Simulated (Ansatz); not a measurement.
# Yb2YC: the cost of one run

Computed with Ansatz 0.2.0 (DFT PBE, scalar-relativistic, plane waves, PAW, unless a step's input says otherwise).

2 further runs of the same task are left out: 1 that didn't finish, 1 set aside as unsound or not needed.

## Step 1: The starting structure

It takes space group P4/mmm (No. 123, tetragonal). The conventional cell has a = 4.439 Å, b = 4.439 Å, c = 5.245 Å, α = 90.00°, β = 90.00°, γ = 90.00°. Yb (site symmetry 4/mmm) is surrounded by 2 Y at 2.62 Å. Around Yb (site symmetry 4/mmm) lie 2 C at 2.62 Å. Around Y (site symmetry 4/mmm) lie 2 Yb at 2.62 Å. Around C (site symmetry 4/mmm) lie 2 Yb at 2.62 Å.

Structure file:

```cif
data_structure
_symmetry_space_group_name_H-M 'P4/mmm'
_symmetry_Int_Tables_number 123
_cell_length_a 4.4389
_cell_length_b 4.4389
_cell_length_c 5.2452
_cell_angle_alpha 90.000
_cell_angle_beta 90.000
_cell_angle_gamma 90.000
_cell_volume 103.35
loop_
_atom_site_label
_atom_site_type_symbol
_atom_site_symmetry_multiplicity
_atom_site_Wyckoff_symbol
_atom_site_fract_x
_atom_site_fract_y
_atom_site_fract_z
_atom_site_occupancy
Yb1 Yb 1 a 0.00000 0.00000 0.00000 1
Yb2 Yb 1 c 0.50000 0.50000 0.00000 1
Y1 Y 1 b 0.00000 0.00000 0.50000 1
C1 C 1 d 0.50000 0.50000 0.50000 1
```

Recipe of the guess: random cell by space group and Wyckoff sites (P4/mmm, No. 123). The dimensions are guesses.

## Step 2: Probe: one point on a coarse mesh

input.yaml reads:

```yaml
crystal:
  lattice:
    - [4.43885119, 0.0, 0.0]
    - [0.0, 4.43885119, 0.0]
    - [0.0, 0.0, 5.24516988]
  atoms:
    - { symbol: Yb, position: [0.0, 0.0, 0.0] }
    - { symbol: Yb, position: [0.5, 0.5, 0.0] }
    - { symbol: "Y", position: [0.0, 0.0, 0.5] }
    - { symbol: C, position: [0.5, 0.5, 0.5] }
basis:
  ecutwfc: 420
kpoints:
  mp_grid: { grid: [4, 4, 4] }
hamiltonian:
  xc: pbe
scf:
  occupations: { method: gaussian, width: 0.1 }
  lower_state_search: "off"
output:
  forces: true
  stress: true
  eigenvalues: true
```

On the command line:

```bash
$ ansatz run input.yaml --threads 1 --pin off --max-ram 2048MiB --backend cpu --events-out ev --progress --plain --runs-dir out
```

**Question.** How long does this run take on 1 thread of Arm Neoverse V1, shared host, and how much memory does it need?

About 5.3 s, with a peak of 0.38 GiB.
